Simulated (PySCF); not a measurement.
# Cl5Tb ([TbCl5]2-): the cost of one run

Programs: PySCF 2.14.0, with routines of our own; each step states its level. All values are computed. Atoms count from 0.

### Step 1. The starting structure

6 atoms, charge -2, states of the metal's open shell are computed; geometry from: model geometry, bond lengths from ionic radii.

### Step 2. Ligand-field states: state-averaged CASSCF in water

What the job is given:

```
{"job": {"kind": "lf", "basis": {"metal": "x2c-TZVPall", "ligand": "x2c-SVPall"}, "nevpt": false, "solvent": "water", "roots": {"7": 7, "5": 140, "3": 113, "1": 123}}, "charge": -2, "metal": "Tb", "open_shell": "f8"}
Tb     0.000000     0.000000     0.000000
Cl     0.000000     0.000000     2.573000
Cl     0.000000     0.000000    -2.573000
Cl     2.573000     0.000000     0.000000
Cl    -1.286500     2.228283     0.000000
Cl    -1.286500    -2.228283     0.000000
```

Method: state-averaged CASSCF of the metal f shell, state-interaction spin-orbit coupling.

On the command line:

```
$ OMP_NUM_THREADS=1 python lf_run.py task.json out
```

The driver reads the jobs from task.json and runs them one after another.

Q: Estimate the wall time and peak memory of this job on 1 thread of Arm Neoverse V1, shared host.

About 58 s, with a peak of 0.84 GiB.
